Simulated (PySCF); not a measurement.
# One shape, several levels: SiH2ClO2 (SMILES O[Si](O)Cl)

Aim: a comparison of 6 runs (UHF/STO-3G, UHF/3-21G, UB3LYP/6-31G*, UPBE/cc-pVDZ, UB2PLYP/6-311+G**) of SiH2ClO2. 

The results are computed with PySCF 2.14.0.

1 further run of the same task is left out (set aside as unsound or not needed).

## 1. The molecule

SiH2ClO2 has 6 atoms, charge 0, and is taken as a doublet. SMILES: `O[Si](O)Cl`. The coordinates come from a PBE0-D4/def2-TZVP relaxation. This is one conformer, not always the lowest.

Bond lengths: O1–Si2 1.632 Å, Si2–O3 1.632 Å, Si2–Cl4 2.078 Å, O1–H5 0.959 Å, O3–H6 0.959 Å. Angles: O1–Si2–O3 103.6°, O1–Si2–Cl4 111.0°, O3–Si2–Cl4 111.0°, Si2–O1–H5 117.0°, Si2–O3–H6 117.1°.

## 2. Energy and forces at UHF/STO-3G (run 1)

The input, geometry.xyz:

```xyz
6
ClH2O2Si
O     -0.320700     1.391300    -0.390800
Si     0.131800    -0.176800    -0.408200
O      1.197500    -0.281000     0.823600
Cl    -1.498500    -1.425000    -0.089600
H     -1.028800     1.647400    -0.984600
H      1.518800    -1.155900     1.049500
```

The input, input.py:

```python
from pyscf import gto

mol = gto.M(
    atom='geometry.xyz',
    basis='sto-3g',
    spin=1,
    verbose=3,
    max_memory=1860,
)

hf = mol.UHF()
hf.conv_tol = 1e-10
hf.kernel()
if not hf.converged:
    hf = hf.newton().run(hf.mo_coeff, hf.mo_occ)

etot = hf.e_tot
print('Final energy', etot)
grad = hf.nuc_grad_method().kernel()
hf.analyze()
```

Run with:

```console
$ OMP_NUM_THREADS=1 python input.py
```

Log:

```text
converged SCF energy = -889.074825155291  <S^2> = 0.75704748  2S+1 = 2.0070351
Final energy -889.0748251552906
--------------- UHF gradients ---------------
         x                y                z
0 O    -0.0176240067    -0.0156506282    -0.0296026721
1 Si    -0.0147960102     0.0112417712     0.0340118624
2 O    -0.0007235708    -0.0341347709    -0.0162229383
3 Cl     0.0172982965     0.0099766997    -0.0078909943
4 H     0.0197155851     0.0013580453     0.0192314632
5 H    -0.0038702939     0.0272088829     0.0004732791
----------------------------------------------
**** MO energy ****
                             alpha | beta                alpha | beta
MO #1   energy= -103.603110653343  | -103.601974323637  occ= 1 | 1
MO #2   energy= -68.0531581937614  | -68.0459652546711  occ= 1 | 1
MO #3   energy= -20.2262284017355  | -20.2218225257715  occ= 1 | 1
MO #4   energy= -20.2260268602795  | -20.2216346801422  occ= 1 | 1
MO #5   energy= -10.3003826760928  | -10.2987555706513  occ= 1 | 1
MO #6   energy= -7.74556478079002  | -7.74090377847061  occ= 1 | 1
[... 22 lines of this table left out ...]
MO #29  energy= 0.675925204041133  | 0.683172903739829  occ= 0 | 0
MO #30  energy= 0.758327829781341  | 0.772057405947154  occ= 0 | 0

To work with the spin densities directly, `use mulliken_meta_spin()` only printing them here.

 ** Mulliken spin pop alpha/beta on meta-lowdin orthogonal AOs **
 ** Mulliken Spin Density (per atom)  **
spin density of  0 O =      0.12802
spin density of  1 Si =      0.66520
spin density of  2 O =      0.12815
spin density of  3 Cl =      0.09795
spin density of  4 H =     -0.00965
spin density of  5 H =     -0.00967
 ** Mulliken pop alpha/beta on meta-lowdin orthogonal AOs **
 ** Mulliken atomic charges   ( Nelec_alpha | Nelec_beta ) **
charge of  0O =     -0.34462  (     4.23632      4.10830 )
charge of  1Si =      0.77670  (     6.94425      6.27905 )
charge of  2O =     -0.34457  (     4.23636      4.10821 )
charge of  3Cl =     -0.37776  (     8.73786      8.63990 )
charge of  4H =      0.14513  (     0.42261      0.43226 )
charge of  5H =      0.14512  (     0.42260      0.43227 )
Dipole moment(X, Y, Z, Debye):  1.81140,  0.16284, -2.03748
```

Wall time 1.3 s (1 thread of Intel Xeon Platinum 8488C (Sapphire Rapids), shared host); peak memory 0.12 GiB.

## 3. Energy and gradient at UHF/3-21G (run 2)

The input, job.py:

```python
# O[Si](O)Cl
import pyscf.grad
from pyscf import gto, scf

mol = gto.Mole()
mol.atom = '''
O       -0.320700       1.391300      -0.390800
Si       0.131800      -0.176800      -0.408200
O        1.197500      -0.281000       0.823600
Cl      -1.498500      -1.425000      -0.089600
H       -1.028800       1.647400      -0.984600
H        1.518800      -1.155900       1.049500
'''
mol.verbose = 4
mol.basis = '3-21g'
mol.max_memory = 1860
mol.spin = 1
mol.build()

hf = scf.UHF(mol)
hf.conv_tol = 1e-10
hf.kernel()
if not hf.converged:
    hf = hf.newton().run(hf.mo_coeff, hf.mo_occ)

energy = hf.e_tot
print('E(%s) = %.9f' % ('HF', energy))
grad = hf.Gradients().kernel()
hf.analyze()
```

Run with:

```console
$ OMP_NUM_THREADS=1 python job.py
```

Log:

```text
PySCF version 2.14.0

[... 90 lines left out ...]
converged SCF energy = -894.838992639992  <S^2> = 0.75491144  2S+1 = 2.0049054
[... 15 lines left out ...]
Nuclear Repulsion Energy =             216.950398680858683
[... 1 line left out ...]
Two-electron Energy =                  559.293451547593008
[... 1 line left out ...]
DFT Exchange-Correlation Energy =      -65.226352217753970
[... 4 lines left out ...]
MO #2   energy= -68.4208008292059  | -68.4148877800903  occ= 1 | 1
[... 2 lines left out ...]
MO #48  energy= 3.23528981729488   | 3.24343129178526   occ= 0 | 0
[... 74 lines left out ...]
Dipole moment(X, Y, Z, Debye):  1.11916, -0.67583, -2.32682
```

It took 1.4 s on 1 thread of Intel Xeon Platinum 8488C (Sapphire Rapids), shared host; peak memory 0.12 GiB.

Runs 3 to 5 aren't shown in full; the table further down has their settings and results.

## 4. The energy at UB2PLYP/6-311+G(d,p) (run 6)

geometry.xyz is that of step 2.

The input, run.py:

```python
# O[Si](O)Cl
from pyscf import gto, dft, mp

mol = gto.M(
    atom='geometry.xyz',
    basis='6-311+g**',
    max_memory=1860,
    verbose=4,
    spin=1,
)

mf = dft.UKS(mol, xc='0.53*HF + 0.47*B88, 0.73*LYP')
mf.grids.level = 5
mf.conv_tol = 1e-10
mf.kernel()
if not mf.converged:
    mf = mf.newton().run(mf.mo_coeff, mf.mo_occ)

pt = mp.MP2(mf, frozen=12).run()
e_tot = mf.e_tot + 0.27 * pt.e_corr
print('PT2 part  %.8f' % (0.27 * pt.e_corr))
print(f'total energy: {e_tot:.8f} hartree')
dip = mf.dip_moment()
pop, q = mf.mulliken_pop()
```

Run with:

```console
$ OMP_NUM_THREADS=1 python run.py
```

Log:

```text
PySCF version 2.14.0

[... 57 lines left out ...]
WARN: HOMO -0.170079628658819 >= LUMO -0.170079628658833
[... 50 lines left out ...]
converged SCF energy = -900.910700015345  <S^2> = 0.75289381  2S+1 = 2.0028917
[... 9 lines left out ...]
total energy: -901.11514388 hartree
Dipole moment(X, Y, Z, Debye):  0.31033, -0.78742, -1.46962
[... 12 lines left out ...]
charge of  5H =      0.28345  (     0.35776      0.35879 )
```

Wall time 31 s (1 thread of Intel Xeon Platinum 8488C (Sapphire Rapids), shared host); peak memory 0.65 GiB.

## 5. Overview of the runs

```
run                                level  integration grid  Cartesian functions  energy (Eh)  dipole moment (D)  HOMO energy (eV)  LUMO energy (eV)  wall time
  1                           UHF/STO-3G                 –                   no  -889.074825               2.73             -6.67              4.80      1.3 s
  2                            UHF/3-21G                 –                   no  -894.838993               2.67             -9.60              0.64      1.4 s
  3  UB3LYP/6-31G* (spherical functions)                 5                   no  -901.407980               1.25             -5.90             -2.82       24 s
  4  UB3LYP/6-31G* (Cartesian functions)                 5                  yes  -901.415918               1.26             -5.91             -2.82       25 s
  5                         UPBE/cc-pVDZ                 5                   no  -900.936816               0.87             -4.77             -3.16       27 s
  6                    UB2PLYP/6-311+G**                 5                   no  -901.115144               1.70             -7.66             -1.63       31 s
```

## 6. Results

```
                                                       quantity          value
                                            run 6: total energy  -901.11514 Eh
                                run 6: dipole moment (SCF part)         1.70 D
run 6: HOMO energy (SCF part's orbitals) (highest over α and β)       -7.66 eV
 run 6: LUMO energy (SCF part's orbitals) (lowest over α and β)       -1.63 eV
                                                    run 6: ⟨S²⟩          0.753
```

The dipole moment (its size) runs from 0.87 D (UPBE/cc-pVDZ) to 2.73 D (UHF/STO-3G). The two ends differ in method and basis. Totals of different functionals can't be ranked against each other. In run 1 the basis is minimal, so the values are rough. All runs together took 1.8 min, the longest 31 s.
